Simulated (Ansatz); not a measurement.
CH7OPSi, SMILES C[SiH2]OP: vertical spin-state energies, run with Ansatz 0.2.0, Python API.

`spin_ch7opsi.py`:
```python
import logging
import sys

import ansatz as az

logging.basicConfig(stream=sys.stdout, format="[%(levelname)s] %(message)s")
logger = logging.getLogger("ch7opsi")
logger.setLevel(logging.INFO)

BASIS_SET = "aug-cc-pVDZ"
METHOD = "mp2"


def main() -> None:
    geometry_ang = [
        ("C", (-1.2365, 1.13, -0.0517)),
        ("Si", (-0.4013, -0.2632, 0.6953)),
        ("O", (1.2152, -0.2547, 0.4311)),
        ("P", (1.7407, -0.6995, -1.0554)),
        ("H", (-1.1994, 1.1598, -1.1722)),
        ("H", (-0.8776, 2.1404, 0.2951)),
        ("H", (-2.3231, 1.1551, 0.1914)),
        ("H", (-0.9559, -1.5215, 0.2144)),
        ("H", (-0.6263, -0.2091, 2.2039)),
        ("H", (3.0727, -0.5807, -0.8949)),
        ("H", (1.657, -2.1137, -0.8365)),
    ]
    system = az.Crystal.molecule()
    for symbol, xyz in geometry_ang:
        system = system.atom(symbol, xyz)

    model = (
        system.calculation()
        .basis(gaussian=BASIS_SET)
        .correlation(METHOD)
    )
    found = {}
    for unpaired in [0, 2, 4]:
        r = model.spin("collinear", total=unpaired).run().report
        s = unpaired / 2
        found[unpaired] = r["free_energy_ev"]
        logger.info(f"2S+1 = {unpaired + 1}: E = {found[unpaired]:.5f} eV, <S^2> = {abs(r['mean_field']['state']['spin_squared']):.3f} (pure state {s * (s + 1):.2f})")
    lowest = min(found, key=found.get)
    for unpaired, e in found.items():
        logger.info(f"multiplicity {unpaired + 1}: {(e - found[lowest]):.3f} eV above the lowest")


if __name__ == "__main__":
    main()
```

Which spin state is lowest at this geometry, and how far above lie the others?

In order: multiplicity 1 (+0.00 eV), multiplicity 3 (+4.42 eV) and multiplicity 5 (+12.56 eV), all at the one geometry.

The output:

Output of `python spin_ch7opsi.py`:
```text
[INFO] 2S+1 = 1: E = -20329.76119 eV, <S^2> = 0.000 (pure state 0.00)
[INFO] 2S+1 = 3: E = -20325.33842 eV, <S^2> = 2.012 (pure state 2.00)
[INFO] 2S+1 = 5: E = -20317.20223 eV, <S^2> = 6.022 (pure state 6.00)
[INFO] multiplicity 1: 0.000 eV above the lowest
[INFO] multiplicity 3: 4.423 eV above the lowest
[INFO] multiplicity 5: 12.559 eV above the lowest
```

Total energies depend on the basis set; only differences at equal settings carry meaning. The geometry is a force-field or estimated start, not a minimum of this method, and the basis set is short of its limit. All parts are taken at fixed geometry, without zero-point energy. S² is that of the Hartree-Fock reference. Hardware and time: 120 s on 1 thread of Arm Neoverse V1, with other jobs on the host, peak memory 0.6 GiB.
